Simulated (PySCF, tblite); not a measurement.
# C₇H₈FNSi: infrared bands, NMR shifts and electronic excitations in gas and solvents

Aim: compute the infrared bands, NMR shifts and electronic excitations of C₇H₈FNSi (`Fc1cccc(/C=N/[SiH3])c1`), and see what a dielectric continuum does where one was used.

Programs: tblite 0.8.0 and PySCF 2.14.0, with density-fitted response routines of our own. Each step states its level of theory. These are calculated values for one molecule, in the gas phase or a continuum, unless marked as measured. Atoms count from 0, in the outputs and in this text.

## (1) Starting geometry

18 atoms, charge 0, multiplicity 1; geometry from: force field or distance geometry start.

Bonds of the start (Å): F0–C1 1.35, C1–C2 1.38, C2–C3 1.37, C3–C4 1.38, C4–C5 1.38, C5–C6 1.48, C6–N7 1.29, N7–Si8 1.79, C5–C9 1.38, C9–C1 1.38, C2–H10 1.11, C3–H11 1.10, C4–H12 1.08, C6–H13 1.09, Si8–H14 1.46, Si8–H15 1.47, Si8–H16 1.47, C9–H17 1.08.

## (2) Relaxing the molecule with GFN2-xTB

What the job is given:

```
{"job": {"kind": "relax", "xc": "GFN2-xTB", "basis": "xTB"}, "charge": 0, "multiplicity": 1}
F     -3.351600     2.020700    -0.714800
C     -2.541000     0.963300    -0.492000
C     -3.056000    -0.286900    -0.198300
C     -2.162100    -1.304900     0.012900
C     -0.795000    -1.131700    -0.021400
C     -0.281800     0.116500    -0.313200
C      1.175200     0.373200    -0.380900
N      2.054000    -0.547500    -0.173400
Si     3.784800    -0.123100    -0.285200
C     -1.172400     1.146400    -0.529600
H     -4.146500    -0.465500    -0.155500
H     -2.606400    -2.284800     0.242400
H     -0.154800    -1.978700     0.166200
H      1.450500     1.406000    -0.612900
H      3.856200     1.327000    -0.470100
H      4.481700    -0.592900     0.918600
H      4.284700    -0.774200    -1.509500
H     -0.828200     2.143500    -0.759700
```

Command:

```sh
$ OMP_NUM_THREADS=1 python probes_run.py task.json out
```

The driver reads the jobs from task.json and runs them one after another.

Log:

```text
step      E/eV     max force
  0    -773.72433    1.778
  1    -773.80938    1.203
  2    -773.84001    0.386
  3    -773.85541    0.332
  4    -773.86816    0.390
  5    -773.88332    0.292
  6    -773.89157    0.247
  7    -773.90105    0.239
  8    -773.90731    0.166
  9    -773.91128    0.181
 10    -773.91459    0.188
 11    -773.91896    0.201
 12    -773.92409    0.229
 13    -773.92867    0.167
 14    -773.93187    0.142
 15    -773.93460    0.124
 16    -773.93838    0.223
 17    -773.94276    0.233
 18    -773.94606    0.138
 19    -773.94833    0.117
 20    -773.95046    0.149
 21    -773.95306    0.176
 22    -773.95667    0.167
 23    -773.96125    0.180
 24    -773.96645    0.164
 25    -773.97079    0.138
 26    -773.97337    0.124
 27    -773.97515    0.091
 28    -773.97687    0.091
 29    -773.97883    0.106
 30    -773.98119    0.104
 31    -773.98337    0.100
 32    -773.98483    0.071
 33    -773.98591    0.076
 34    -773.98720    0.098
 35    -773.98888    0.110
 36    -773.99063    0.102
 37    -773.99195    0.088
 38    -773.99288    0.080
 39    -773.99373    0.071
 40    -773.99449    0.060
 41    -773.99499    0.043
 42    -773.99534    0.039
 43    -773.99565    0.047
 44    -773.99593    0.035
 45    -773.99613    0.030
 46    -773.99628    0.023
 47    -773.99641    0.031
 48    -773.99651    0.024
 49    -773.99658    0.021
 50    -773.99662    0.017
 51    -773.99666    0.017
 52    -773.99670    0.016
 53    -773.99672    0.012
 54    -773.99674    0.012
 55    -773.99677    0.012
 56    -773.99680    0.018
 57    -773.99683    0.018
 58    -773.99687    0.016
 59    -773.99692    0.017
 60    -773.99697    0.017
 61    -773.99703    0.019
 62    -773.99708    0.012
 63    -773.99711    0.010
```

Run time: 0.51 s. Hardware: 1 thread of Arm Neoverse V1, shared host; peak memory 0.18 GiB.

The steps of the relaxation: (not every step is listed)

```csv
step,energy from step 0 (eV),largest force (eV/Å)
0,0.0000,1.7781
1,-0.0851,1.2025
2,-0.1157,0.3864
3,-0.1311,0.3318
4,-0.1438,0.3898
5,-0.1590,0.2924
6,-0.1672,0.2471
7,-0.1767,0.2393
8,-0.1830,0.1664
13,-0.2043,0.1666
18,-0.2217,0.1380
23,-0.2369,0.1801
28,-0.2525,0.0910
33,-0.2616,0.0759
38,-0.2686,0.0798
43,-0.2713,0.0470
48,-0.2722,0.0235
53,-0.2724,0.0124
58,-0.2725,0.0164
59,-0.2726,0.0171
60,-0.2726,0.0169
61,-0.2727,0.0188
62,-0.2727,0.0122
63,-0.2728,0.0096
```

Close pairs (by a distance rule), those that changed most:

```csv
bond,before (Å),after (Å),change (Å)
N7–Si8,1.786,1.715,-0.070
C6–N7,1.290,1.256,-0.033
C2–H10,1.106,1.079,-0.027
C5–C6,1.481,1.460,-0.021
C3–H11,1.100,1.079,-0.021
C2–C3,1.371,1.386,+0.015
C5–C9,1.379,1.394,+0.015
C4–C5,1.381,1.396,+0.015
```

The end geometry stands in the next job.

## (3) Vibrational analysis with GFN2-xTB

What the job is given:

```
{"job": {"kind": "ir", "xc": "GFN2-xTB", "basis": "xTB"}, "charge": 0, "multiplicity": 1}
F     -3.527999     1.865386    -0.673841
C     -2.594646     0.912577    -0.469004
C     -3.006652    -0.378977    -0.189011
C     -2.042147    -1.353049     0.018026
C     -0.700629    -1.033460    -0.054360
C     -0.297250     0.273047    -0.335046
C      1.121322     0.609373    -0.412062
N      2.019800    -0.256898    -0.269579
Si     3.734639    -0.236152    -0.296091
C     -1.260452     1.258568    -0.543886
H     -4.059724    -0.606358    -0.138346
H     -2.346575    -2.364977     0.237380
H      0.064182    -1.777726     0.101775
H      1.332861     1.671259    -0.603034
H      4.385753     1.068060    -0.472210
H      4.089096    -0.803259     1.002501
H      4.058661    -1.118109    -1.414652
H     -0.978999     2.277012    -0.764975
```

Log:

```text
mode    cm-1     km/mol
  1      51.6      1.44
  2      84.2      0.72
  3      97.3      1.46
  4     161.1      9.12
  5     223.5      2.14
  6     231.9      1.82
  7     243.0      1.31
  8     293.4      4.19
  9     408.3      0.57
 10     415.8      4.11
 11     484.1      4.17
 12     532.9     18.71
 13     548.5     55.26
 14     592.9     13.18
 15     604.7     87.46
 16     648.9      0.64
 17     754.0    193.72
 18     759.8     56.32
 19     790.1    313.94
 20     792.4     51.60
 21     807.0    183.77
 22     870.2    328.97
 23     871.8      2.46
 24     892.6      0.45
 25     905.4      0.17
 26     929.5      0.03
 27     971.8     78.77
 28     993.2      2.22
 29    1106.5      1.09
 30    1136.1     23.82
 31    1171.3     10.31
 32    1243.7     34.62
 33    1266.8    109.54
 34    1319.6      4.43
 35    1349.9      8.53
 36    1436.8     41.55
 37    1461.0     36.02
 38    1580.3     43.78
 39    1590.2      2.94
 40    1723.4    287.45
 41    2206.5    391.05
 42    2277.9    363.11
 43    2281.1    163.45
 44    2815.7     95.78
 45    3093.3     12.15
 46    3097.8     10.43
 47    3110.3      7.26
 48    3113.3     11.41
```

Wall time 0.73 s (1 thread of Arm Neoverse V1, shared host); peak memory 0.18 GiB.

Which atoms move in the most intense modes:

```csv
cm⁻¹,km/mol,atoms
754,193.7,"H16 38 %, H15 37 %"
790,313.9,"H14 29 %, H16 25 %, H15 23 %"
807,183.8,"H14 58 %, H15 22 %, H16 15 %"
870,329.0,"N7 40 %, Si8 26 %, C6 19 %"
1723,287.4,"C6 50 %, N7 47 %"
2206,391.1,H14 94 %
2278,363.1,"H16 76 %, H15 20 %"
2281,163.4,"H15 76 %, H16 20 %"
```

## (4) Relaxing the molecule at PBE0-D3(BJ)/def2-SVP

What the job is given:

```
{"job": {"xc": "PBE0", "basis": "def2-SVP", "d3": "d3bj", "grid": 1, "shake": 0.01, "kind": "geom"}, "charge": 0, "multiplicity": 1}
F     -3.507590     1.839830    -0.669660
C     -2.600320     0.908050    -0.471160
C     -3.026850    -0.381300    -0.197660
C     -2.008920    -1.350790     0.014500
C     -0.703440    -1.040140    -0.064910
C     -0.301160     0.277870    -0.337430
C      1.130900     0.607370    -0.411820
N      2.035260    -0.251450    -0.274630
Si     3.732810    -0.230750    -0.276740
C     -1.263150     1.256130    -0.533860
H     -4.068590    -0.609280    -0.129520
H     -2.340770    -2.364060     0.244080
H      0.035900    -1.767510     0.092180
H      1.316170     1.674020    -0.596030
H      4.381310     1.057300    -0.471950
H      4.088570    -0.789200     1.009980
H      4.060600    -1.106990    -1.416710
H     -0.988260     2.282850    -0.759150
```

Log:

```text
step   0  E = -714.64082021  max force = 0.057728
step   1  E = -714.64974868  max force = 0.010561
step   2  E = -714.64935801  max force = 0.011971
step   3  E = -714.65054104  max force = 0.004590
step   4  E = -714.65055047  max force = 0.004739
step   5  E = -714.65075099  max force = 0.002193
step   6  E = -714.65081174  max force = 0.001434
step   7  E = -714.65085540  max force = 0.001656
step   8  E = -714.65086848  max force = 0.001361
step   9  E = -714.65087521  max force = 0.000674
step  10  E = -714.65087771  max force = 0.000264
optimisation converged
```

Wall time 3.1 min (1 thread of Arm Neoverse V1, shared host); peak memory 0.78 GiB.

Along the way: (the energy doesn't fall at every step)

| step | energy from step 0 (eV) | largest force component (eV/Å) |
| --- | --- | --- |
| 0 | 0.0000 | 2.9685 |
| 1 | -0.2430 | 0.5431 |
| 2 | -0.2323 | 0.6156 |
| 3 | -0.2645 | 0.2360 |
| 4 | -0.2648 | 0.2437 |
| 5 | -0.2702 | 0.1128 |
| 6 | -0.2719 | 0.0737 |
| 7 | -0.2731 | 0.0852 |
| 8 | -0.2734 | 0.0700 |
| 9 | -0.2736 | 0.0347 |
| 10 | -0.2737 | 0.0136 |

Distances of close pairs at the start and the end, largest changes first:

```
   bond  before (Å)  after (Å)  change (Å)
 N7–Si8       1.698      1.748      +0.050
Si8–H14       1.455      1.503      +0.047
  C3–C4       1.344      1.389      +0.045
Si8–H15       1.447      1.492      +0.045
 C4–H12       1.049      1.092      +0.043
  C2–C3       1.422      1.397      -0.025
 C2–H10       1.069      1.092      +0.023
Si8–H16       1.475      1.492      +0.017
```

The final coordinates are the input of the step that follows.

```
                         at the end point                value
  point group (found at 0.08 Å tolerance)                   Cs
rotational constants (GHz, main isotopes)  3.351, 0.476, 0.419
                        dipole moment (D)                 0.39
```

## (5) Shielding tensors: PBE0/pcSseg-1

What the job is given:

```
{"job": {"kind": "nmr", "xc": "PBE0", "basis": "pcSseg-1"}, "charge": 0, "multiplicity": 1}
F     -3.409215     2.135588    -0.285338
C     -2.558497     1.128135    -0.098558
C     -3.059621    -0.142900     0.155585
C     -2.162808    -1.195658     0.351235
C     -0.792195    -0.975900     0.293035
C     -0.302919     0.311908     0.035678
C      1.148837     0.561053    -0.029128
N      2.015521    -0.348965     0.143856
Si     3.747307    -0.121839     0.075187
C     -1.193213     1.372912    -0.162253
H     -4.140213    -0.291649     0.196814
H     -2.548810    -2.197818     0.551310
H     -0.069204    -1.780105     0.442155
H      1.417770     1.620163    -0.243334
H      4.124707     1.302988    -0.217493
H      4.329780    -0.527178     1.387286
H      4.297001    -1.006496    -0.992765
H     -0.835812     2.385529    -0.364424
```

Method: GIAO PBE0/pcSseg-1 NMR shielding, non-relativistic, gas phase.

Log:

```text
coarse grid: 16336 points
cycle   1  E = -714.8413571127  dE =  1.518e+00  |g| = 5.880e-01  |ddm| = 4.273e+00
cycle   2  E = -714.7301125518  dE =  1.112e-01  |g| = 9.343e-01  |ddm| = 1.685e+00
cycle   3  E = -714.9081678028  dE = -1.781e-01  |g| = 1.601e-01  |ddm| = 1.201e+00
cycle   4  E = -714.9138978308  dE = -5.730e-03  |g| = 4.896e-02  |ddm| = 2.136e-01
cycle   5  E = -714.9143565256  dE = -4.587e-04  |g| = 1.580e-02  |ddm| = 6.269e-02
cycle   6  E = -714.9144103431  dE = -5.382e-05  |g| = 4.857e-03  |ddm| = 1.813e-02
cycle   7  E = -714.9144155644  dE = -5.221e-06  |g| = 1.841e-03  |ddm| = 5.987e-03
final grid: 155960 points
cycle   8  E = -714.9768995041  dE = -3.343e-05  |g| = 6.933e-03  |ddm| = 5.230e-02
cycle   9  E = -714.9768905751  dE =  8.929e-06  |g| = 9.585e-03  |ddm| = 1.666e-02
cycle  10  E = -714.9769108677  dE = -2.029e-05  |g| = 1.673e-03  |ddm| = 9.489e-03
cycle  11  E = -714.9769115002  dE = -6.325e-07  |g| = 4.347e-04  |ddm| = 2.080e-03
cycle  12  E = -714.9769115400  dE = -3.972e-08  |g| = 1.613e-04  |ddm| = 5.944e-04
cycle  13  E = -714.9769115443  dE = -4.298e-09  |g| = 3.783e-05  |ddm| = 1.757e-04
cycle  14  E = -714.9769115445  dE = -2.049e-10  |g| = 2.067e-05  |ddm| = 6.590e-05
converged SCF energy = -714.9769115445

GIAO shielding tensors (ppm)
atom      isotropic    diamagn.    paramagn.     s11        s22        s33       span
  0 F      289.266     477.229    -187.963    214.567    288.596    364.634    150.067
  1 C       13.925     255.672    -241.747    -74.916     30.136     86.555    161.471
  2 C       59.553     257.156    -197.603    -28.501     43.667    163.493    191.994
  3 C       48.791     256.623    -207.832    -57.740     31.009    173.105    230.845
  4 C       56.770     249.750    -192.980    -47.694     33.162    184.842    232.535
  5 C       40.315     261.441    -221.127    -47.598      7.320    161.222    208.820
  6 C        5.493     250.172    -244.679    -90.327     10.819     95.985    186.312
  7 N     -104.790     327.188    -431.978   -480.124   -113.559    279.314    759.438
  8 Si     394.766     878.474    -483.708    335.039    383.856    465.403    130.363
  9 C       59.762     252.317    -192.556    -17.423     36.998    159.712    177.135
 10 H       23.970      27.700      -3.730     20.553     24.339     27.019      6.466
 11 H       23.688      30.049      -6.361     20.029     24.483     26.552      6.523
 12 H       22.844      33.140     -10.296     18.087     23.455     26.990      8.902
 13 H       22.467      31.986      -9.519     19.710     21.839     25.851      6.142
 14 H       26.417      27.624      -1.207     23.744     25.117     30.390      6.646
 15 H       26.161      27.620      -1.459     23.545     24.797     30.141      6.596
 16 H       26.165      27.752      -1.587     23.539     24.808     30.148      6.609
 17 H       24.070      31.473      -7.403     20.841     23.886     27.482      6.641
```

Run time: 37 s. Hardware: 1 thread of Arm Neoverse V1, shared host; peak memory 1 GiB.

Shifts follow as δ = σ(reference) − σ, with reference shieldings (ppm) from runs at the same level and on the same kind of geometry: ¹H TMS 31.27, ¹³C TMS 184.4, ²⁹Si TMS 352.0, ¹⁹F CFCl3 177.2, ¹⁵N NH3 265.7. The references are single molecules in the gas phase, so shifts against H2O, NH3, PH3, H3PO4 or CFCl3 are not on the usual liquid scales and can be off by tens of ppm. Atoms listed in one row are averaged.

```csv
atoms,environment,σ (ppm),δ (ppm),δ scaled to CDCl3
C6,C=N carbon,5.5,178.9,173.2
C1,aromatic carbon bearing fluorine,13.9,170.5,165.0
C5,substituted aromatic carbon,40.3,144.1,139.4
C3,aromatic CH,48.8,135.6,131.2
C4,aromatic CH,56.8,127.6,123.4
C2,aromatic CH,59.6,124.9,120.7
C9,aromatic CH,59.8,124.6,120.5
H13,hydrogen on a C=N carbon,22.47,8.80,8.56
H12,hydrogen on an aromatic CH,22.84,8.42,8.20
H11,hydrogen on an aromatic CH,23.69,7.58,7.40
H10,hydrogen on an aromatic CH,23.97,7.30,7.13
H17,hydrogen on an aromatic CH,24.07,7.20,7.04
"H14, H15, H16",hydrogen on a silicon bonded to N,26.25,5.02,–
F0,aryl fluorine,289.3,-112.0,–
N7,imine nitrogen,-104.8,370.5,–
Si8,"silicon bonded to N, 3 H",394.8,-42.8,–
```

The scaled column applies a straight-line fit of computed shieldings to shifts measured in CDCl3, and one for carbons that bear F (root-mean-square error 0.21 ppm for H, 2.0 ppm for C).

Charges from the same density, by scheme (e):

```csv
atoms,Mulliken,IAO,Hirshfeld,ESP fit
F0,-0.27,-0.26,-0.08,-0.21
C1,0.34,0.30,0.09,0.45
C2,-0.14,-0.18,-0.06,-0.34
C3,-0.06,-0.14,-0.04,-0.10
C4,0.06,-0.14,-0.04,-0.10
C5,-0.33,-0.02,-0.01,-0.04
C6,0.27,0.07,0.06,0.37
N7,-0.57,-0.55,-0.23,-0.53
Si8,0.61,0.73,0.34,0.49
C9,-0.09,-0.19,-0.06,-0.37
```

Mayer bond orders: F0–C1 0.89, C1–C2 1.44, C2–C3 1.39, C3–C4 1.44, C4–C5 1.40, C5–C6 1.04, C6–N7 1.88, N7–Si8 0.96, C5–C9 1.33, C9–C1 1.42.

Ring of atoms C1, C2, C3, C4, C5, C9: NICS(0) -9.6, NICS(1) -11.1, NICS(1)zz -26.4 ppm (means of both faces).

## (6) Excited states and response: CAM-B3LYP/def2-SVPD

The job, as its differences from that of step 5:

```diff
@@ -1,2 +1,2 @@
-{"job": {"kind": "nmr", "xc": "PBE0", "basis": "pcSseg-1"}, "charge": 0, "multiplicity": 1}
+{"job": {"kind": "uv", "xc": "CAM-B3LYP", "basis": "def2-SVPD", "ip": true}, "charge": 0, "multiplicity": 1}
 F     -3.409215     2.135588    -0.285338
```

Level: TDDFT CAM-B3LYP/def2-SVPD, vertical, gas phase, core orbitals frozen in the response.

Log:

```text
coarse grid: 16336 points
cycle   1  E = -714.8637932784  dE =  1.681e+00  |g| = 6.118e-01  |ddm| = 1.221e+01
cycle   2  E = -714.8174023360  dE =  4.639e-02  |g| = 8.116e-01  |ddm| = 3.049e+00
cycle   3  E = -714.9483110156  dE = -1.309e-01  |g| = 9.205e-02  |ddm| = 1.962e+00
cycle   4  E = -714.9499063993  dE = -1.595e-03  |g| = 5.235e-02  |ddm| = 3.229e-01
cycle   5  E = -714.9505007005  dE = -5.943e-04  |g| = 1.132e-02  |ddm| = 1.582e-01
cycle   6  E = -714.9505277522  dE = -2.705e-05  |g| = 4.025e-03  |ddm| = 4.319e-02
cycle   7  E = -714.9505319503  dE = -4.198e-06  |g| = 9.877e-04  |ddm| = 1.265e-02
final grid: 155960 points
cycle   8  E = -715.0617711372  dE = -3.289e-05  |g| = 3.682e-03  |ddm| = 1.756e-01
cycle   9  E = -715.0617707347  dE =  4.026e-07  |g| = 4.301e-03  |ddm| = 2.261e-02
cycle  10  E = -715.0617741965  dE = -3.462e-06  |g| = 4.266e-04  |ddm| = 9.302e-03
cycle  11  E = -715.0617742298  dE = -3.324e-08  |g| = 1.461e-04  |ddm| = 1.618e-03
cycle  12  E = -715.0617742350  dE = -5.262e-09  |g| = 5.782e-05  |ddm| = 7.652e-04
cycle  13  E = -715.0617742358  dE = -7.676e-10  |g| = 1.836e-05  |ddm| = 1.791e-04
converged SCF energy = -715.0617742358

Static polarisability (au): isotropic 122.508, principal 73.309 116.035 178.181

Singlet excitations
state   eV       nm        f      main configurations
  1   3.8889    318.8   0.00009   H-1->L 0.91
  2   4.8276    256.8   0.08892   H->L 0.65, H-2->L 0.20, H->L+1 0.08
  3   5.1947    238.7   0.38280   H-2->L 0.54, H->L 0.29, H->L+1 0.14
  4   6.3657    194.8   0.47753   H->L+1 0.69, H-2->L 0.24
  5   6.6094    187.6   0.00106   H-1->L+1 0.94
  6   6.6344    186.9   0.30638   H-2->L+1 0.81
  7   6.8050    182.2   0.06700   H-1->L+2 0.81
  8   7.1611    173.1   0.00017   H-4->L 0.50, H-5->L 0.27, H-1->L+6 0.13
  9   7.2366    171.3   0.00004   H->L+2 0.61, H->L+4 0.27
 10   7.3249    169.3   0.02705   H-3->L 0.87

Triplet excitations (Tamm-Dancoff, eV): 3.3763 3.4196 4.1524 4.4821
Vertical ionisation energy (delta-SCF) = 9.1506 eV
Vertical electron affinity (delta-SCF) = 0.3646 eV
```

Wall time 7.2 min (1 thread of Arm Neoverse V1, shared host); peak memory 1.4 GiB.

Frontier orbitals and where they lie:

```
orbital      eV                         atoms
 HOMO−3  -10.69  Si8 22 %, H15 14 %, H16 14 %
 HOMO−2   -8.97     C9 26 %, C3 20 %, C5 11 %
 HOMO−1   -8.77     N7 57 %, C6 13 %, Si8 9 %
   HOMO   -8.55     C4 20 %, C2 16 %, C1 16 %
   LUMO   -0.89     C6 20 %, N7 19 %, C5 12 %
 LUMO+1    0.48     C3 22 %, C9 16 %, C4 16 %
 LUMO+2    1.21    Si8 36 %, C6 14 %, H13 7 %
```

With each of the 10 states as a Gaussian band of 0.4 eV half-width at 1/e, the curve within the window shown has maxima at 241 nm (ε 17,000), 192 nm (ε 30,000) L/(mol cm). Beyond the last state computed it falls off for lack of states. The curve at chosen wavelengths:

```json
{"nm": "163", "ε (L/mol/cm)": "695"}
{"nm": "172", "ε (L/mol/cm)": "3536"}
{"nm": "180", "ε (L/mol/cm)": "14021"}
{"nm": "189", "ε (L/mol/cm)": "28893"}
{"nm": "197", "ε (L/mol/cm)": "25849"}
{"nm": "206", "ε (L/mol/cm)": "11103"}
{"nm": "214", "ε (L/mol/cm)": "4399"}
{"nm": "223", "ε (L/mol/cm)": "6930"}
{"nm": "231", "ε (L/mol/cm)": "13198"}
{"nm": "240", "ε (L/mol/cm)": "17160"}
{"nm": "249", "ε (L/mol/cm)": "14914"}
{"nm": "257", "ε (L/mol/cm)": "10403"}
{"nm": "266", "ε (L/mol/cm)": "5808"}
{"nm": "274", "ε (L/mol/cm)": "3074"}
{"nm": "283", "ε (L/mol/cm)": "1335"}
{"nm": "291", "ε (L/mol/cm)": "576"}
{"nm": "300", "ε (L/mol/cm)": "202"}
{"nm": "309", "ε (L/mol/cm)": "66"}
{"nm": "317", "ε (L/mol/cm)": "24"}
{"nm": "326", "ε (L/mol/cm)": "9"}
{"nm": "334", "ε (L/mol/cm)": "5"}
{"nm": "343", "ε (L/mol/cm)": "3"}
{"nm": "351", "ε (L/mol/cm)": "2"}
{"nm": "360", "ε (L/mol/cm)": "1"}
{"nm": "368", "ε (L/mol/cm)": "1"}
{"nm": "377", "ε (L/mol/cm)": "0"}
```

Ground-state properties from the same run:

| property | computed |
| --- | --- |
| dipole moment (D) | 0.30 |
| polarisability (Å³) | 18.15 |
| HOMO–LUMO gap (eV) | 7.66 |
| −ε(HOMO) (eV) | 8.55 |

(Part 1 of 2 ends here.)
